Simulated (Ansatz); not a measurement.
# AlRu: structure and electronic properties

One table from this session's results is given with a row withheld; the runs are named, their logs left out.

Method: DFT r2SCAN, scalar-relativistic, plane waves, PAW, in Ansatz 0.2.0.

### Starting point

It takes space group Pm-3m (No. 221, cubic). The conventional cell has a = 2.992 Å, b = 2.992 Å, c = 2.992 Å, α = 90.00°, β = 90.00°, γ = 90.00°. Al (site symmetry m-3m) is surrounded by 8 Ru at 2.59 Å. Ru (site symmetry m-3m) is surrounded by 8 Al at 2.59 Å.

Structure file:

```
CELL_PARAMETERS angstrom
2.99160 0.00000 0.00000
0.00000 2.99160 0.00000
0.00000 0.00000 2.99160
ATOMIC_POSITIONS crystal
Al 0.00000 0.00000 0.00000
Ru 0.50000 0.50000 0.50000
```

The structure comes from the Crystallography Open Database.

The first run:

(A quick probe on a coarse mesh, which set the mesh and smearing, is not shown.)

input.yaml

```yaml
crystal:
  lattice:
    - [2.9916, 0.0, 0.0]
    - [0.0, 2.9916, 0.0]
    - [0.0, 0.0, 2.9916]
  atoms:
    - { symbol: Al, position: [0.0, 0.0, 0.0] }
    - { symbol: Ru, position: [0.5, 0.5, 0.5] }
basis:
  ecutwfc: 500
kpoints:
  mp_grid: { grid: [14, 14, 14] }
hamiltonian:
  xc: r2scan
scf:
  occupations: { method: gaussian, width: 0.1 }
output:
  forces: true
  stress: true
  eigenvalues: true
relax:
  adjacent_minimum: "off"
  f_tol: 0.005
  max_steps: 80
  cell: { stress_tol: 0.05 }
```

Launch:

```
$ ansatz run input.yaml --threads 1 --pin off --max-ram 2560MiB --backend cpu --events-out ev --progress --plain --runs-dir out
```

Steps of the session up to this table: Full relaxation; Bands, states and charges; Point at V/V0 = 0.97; Volume × 1.03; Point at V/V0 = 0.94; The cell scaled to 1.06 of its volume.

One table of the session follows, with a row left open; its other results are not shown here.

It belongs to the step «Equation of state». 

```
volume (Å³/atom)  energy above the lowest point (meV/atom)  pressure (GPa)
          12.471                                      36.5           15.60
          12.869                                       8.6            7.17
          13.267                                       0.0           -0.01
          13.665                                         ?               ?
          14.063                                      29.8          -11.32
```

Estimate the missing values for volume (Å³/atom) = 13.665.

Worked estimate for «energy above the lowest point (meV/atom)». A straight line through the neighbours (13.267, 0.0) and (14.063, 29.8) gives 0.0 + (29.8 − 0.0) × (13.665 − 13.267) / (14.063 − 13.267) = 14.9; a parabola fitted to 3 rows on both sides gives 7.1.

**Answer.** energy above the lowest point (meV/atom): 7.9; pressure (GPa): -6.12. In «energy above the lowest point (meV/atom)» the line misses by +7.0 and the parabola by -0.8.

Limits of these values: The start is a reported cell, which holds thermal expansion that this zero-temperature run lacks.
